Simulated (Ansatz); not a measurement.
# GdO in Ansatz: the effect of starting spin order

Crystal: GdO.

```xyz
2
Lattice="3.1133 0.0000 0.0000 -1.5566 2.6962 0.0000 0.0000 0.0000 3.0384" Properties=species:S:1:pos:R:3 pbc="T T T"
Gd    0.0000    0.0000    0.0000
O     1.5566    0.8987    1.5192
```

The cell comes from a database or a generator and needn't be the stable form of this composition.

Alike in all runs:

* Program: Ansatz 0.2.0
* Task: single point
* Functional: PBE
* Potentials or basis: Ansatz PAW
* Cutoff: 420 eV (not typed: the program's choice for these potentials)
* k mesh: 10 × 10 × 9
* Occupations: fermi-dirac, width 0.05 eV

```tsv
starting spin order	spin	starting moments	energy over the lowest run (meV/atom)	final net moment (μB)	final largest site moment (μB)
spin off	no spin polarisation	-	?	?	?
fm	collinear spin, ferromagnetic start	[7.0, 0.0] μB	0.0	7.12	6.78
random	collinear spin, random start	[-5.69, 0.0] μB	0.0	-7.12	6.78
ferromagnetic start, larger moments	collinear spin, ferromagnetic start	[8.5, 0.0] μB	0.0	7.12	6.78
```

What does the run with starting spin order spin off give?

Energy over the lowest run 3392.2 meV/atom; final net moment 0.00 μB; final largest site moment 0.00 μB.

Caveats: a cell with one magnetic atom can't hold antiferromagnetic order, which such compounds often take (some runs).
